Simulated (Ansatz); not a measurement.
# SiGe₂ (triplet): wave-function methods side by side, cc-pVTZ

An exercise on one series of results from a longer session: the logs are not shown, and one member is left open.

Program: Ansatz 0.2.0, Gaussian basis. Level of theory: cc-pVTZ, core rule «outside noble gas», up to 33 orbitals frozen. These are calculated values, not measurements.

The runs, in order: UHF; CCSD(T) on ROHF; CCSD(T) on UHF; BCCD(T) on ROHF; CCSDT(Q) on ROHF; CCSDT(Q) on UHF; CASSCF and NEVPT2, 12 electrons in 12 orbitals.

4 further runs of the same task are left out: 4 set aside as unsound or not needed.

### The geometry

The geometry is a PBE0/def2-TZVP stationary point (not a proven minimum) of the parent state, kept for this charge and spin. No spin-orbit coupling is included. The filled d shell of Ge may be among the frozen orbitals whatever the setting's name suggests; the logs give the count.

3 atoms, charge 0, spin multiplicity 3.

Atoms are counted from 1 here; the program's logs count them from 0.

Bond lengths: Ge1–Si2 2.236 Å, Si2–Ge3 2.236 Å. Angles: Ge1–Si2–Ge3 82.6°.

The first run:

Contents of in.yaml:

```yaml
crystal:
  periodic: [false, false, false]
  atoms:
    - {symbol: Ge, position_ang: [0.000000, -0.272229, 1.475800]}
    - {symbol: Si, position_ang: [0.000000, 1.408179, 0.000000]}
    - {symbol: Ge, position_ang: [0.000000, -0.272229, -1.475800]}
basis:
  gaussian: {orbitals: cc-pVTZ}
magnetization: {spin_polarized: true, initial_magnetization: 2}
hamiltonian: {xc: hf}
output: {orbitals: {seedname: orbitals}}
```

Run with:

```sh
> ansatz run in.yaml --threads 1 --pin off --events-out ev --progress --plain --max-ram 4096MiB --backend cpu
```

Among the steps run: UHF; CCSD(T) on ROHF; CCSD(T) on UHF; BCCD(T) on ROHF; CCSDT(Q) on ROHF; CCSDT(Q) on UHF; CASSCF and NEVPT2, 12 electrons in 12 orbitals.

One table of the session follows, with a row left open; its other results are not shown here.

It belongs to the step «Misses and costs». 

```
        method  from RCCSDT(Q) (kcal/mol)
          ROHF                    +212.81
           UHF                    +205.45
          RMP2                     +29.69
          UMP2                     +31.73
         RCCSD                     +19.13
         UCCSD                     +18.78
      RCCSD(T)                      +2.58
      UCCSD(T)                          ?
       BCCD(T)                      +2.49
        RCCSDT                      +2.04
        UCCSDT                      +1.89
     RCCSDT(Q)                          0
     UCCSDT(Q)                      -0.20
CASSCF valence                    +137.21
NEVPT2 valence                     +28.38
```

Estimate the missing values for UCCSD(T).

The run gave: from RCCSDT(Q) (kcal/mol): +2.56. In the column «from RCCSDT(Q) (kcal/mol)» it lies between BCCD(T) (+2.49) and RCCSD(T) (+2.58).

Caveats from the session: Warnings: spin contamination; coupled cluster took another determinant than the lowest. Restricted and unrestricted rows rest on different reference determinants; where their highest levels disagree by more than a few hundredths of an eV, they describe different states and don't form one ladder.
